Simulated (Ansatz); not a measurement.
# H12OSi5: the cost of one run

Method: DFT PBE0, Gaussian basis def2-svp, in Ansatz 0.2.0.

### 1 The structure to begin with

Bond lengths (14 of 17 bonds, heavy atoms first): Si1–O2 1.724 Å, O2–Si3 1.730 Å, Si3–Si4 2.241 Å, Si3–Si5 2.230 Å, Si3–Si6 2.241 Å, Si1–H7 1.470 Å, Si1–H8 1.470 Å, Si1–H9 1.470 Å, Si4–H10 1.470 Å, Si4–H11 1.470 Å, Si4–H12 1.470 Å, Si5–H13 1.470 Å, Si5–H14 1.470 Å, Si5–H15 1.470 Å. Angles (14 of 31 angles, heavy atoms first): Si1–O2–Si3 108.8°, O2–Si3–Si4 112.9°, O2–Si3–Si5 107.3°, O2–Si3–Si6 112.9°, Si4–Si3–Si5 106.6°, Si4–Si3–Si6 110.0°, Si5–Si3–Si6 106.6°, O2–Si1–H7 111.0°, O2–Si1–H8 108.6°, O2–Si1–H9 111.0°, Si3–Si4–H10 109.0°, Si3–Si4–H11 109.8°, Si3–Si4–H12 109.3°, Si3–Si5–H13 109.3°.

Coordinates:

```xyz
18

Si    2.3463   -0.8512    0.7208
O     0.7436   -0.8371    1.3571
Si   -0.3005   -0.0501    0.2243
Si    0.2408    2.0979   -0.1158
Si   -2.3536   -0.0598    1.0944
Si   -0.4310   -1.1269   -1.7368
H     2.4080   -1.6097   -0.5367
H     3.2294   -1.5207    1.6866
H     2.8509    0.5164    0.5321
H    -0.8209    2.7402   -0.9041
H     1.5086    2.1803   -0.8554
H     0.3722    2.7768    1.1814
H    -2.3424    0.6638    2.3741
H    -3.2763    0.6020    0.1605
H    -2.7826   -1.4490    1.3120
H     0.8448   -1.0057   -2.4569
H    -0.7365   -2.5441   -1.4933
H    -1.5008   -0.5229   -2.5444
```

### 2 Relaxing the atoms: H12OSi5

Contents of input.yaml:

```yaml
crystal:
  periodic: [false, false, false]
  atoms:
    - { symbol: Si, position_ang: [2.346271, -0.851167, 0.720799] }
    - { symbol: O, position_ang: [0.743578, -0.837108, 1.35709] }
    - { symbol: Si, position_ang: [-0.300475, -0.050124, 0.224252] }
    - { symbol: Si, position_ang: [0.240845, 2.097852, -0.115811] }
    - { symbol: Si, position_ang: [-2.353574, -0.059771, 1.09441] }
    - { symbol: Si, position_ang: [-0.431041, -1.126941, -1.736843] }
    - { symbol: H, position_ang: [2.40796, -1.609688, -0.536711] }
    - { symbol: H, position_ang: [3.229409, -1.52068, 1.686616] }
    - { symbol: H, position_ang: [2.850924, 0.516381, 0.532053] }
    - { symbol: H, position_ang: [-0.820948, 2.740158, -0.904102] }
    - { symbol: H, position_ang: [1.508635, 2.18033, -0.855351] }
    - { symbol: H, position_ang: [0.372154, 2.77678, 1.181449] }
    - { symbol: H, position_ang: [-2.342362, 0.663826, 2.374148] }
    - { symbol: H, position_ang: [-3.276341, 0.601954, 0.160503] }
    - { symbol: H, position_ang: [-2.782581, -1.449028, 1.31204] }
    - { symbol: H, position_ang: [0.844829, -1.005693, -2.456891] }
    - { symbol: H, position_ang: [-0.736469, -2.544138, -1.49326] }
    - { symbol: H, position_ang: [-1.500813, -0.522941, -2.54439] }
basis:
  gaussian: { orbitals: def2-svp }
hamiltonian:
  xc: pbe0
magnetization:
  spin_polarized: false
relax:
  f_tol: 0.02
  max_steps: 100
scf:
  lower_state_search: "off"
```

Started as:

```bash
ansatz run input.yaml --threads 2 --pin off --max-ram 8192MiB --backend cpu --events-out ev --progress --plain --runs-dir out
```

Q: Estimate wall time and peak memory on 2 threads of Intel Xeon at 2.30GHz, shared host.

About 51 s, with a peak of 0.5 GiB.
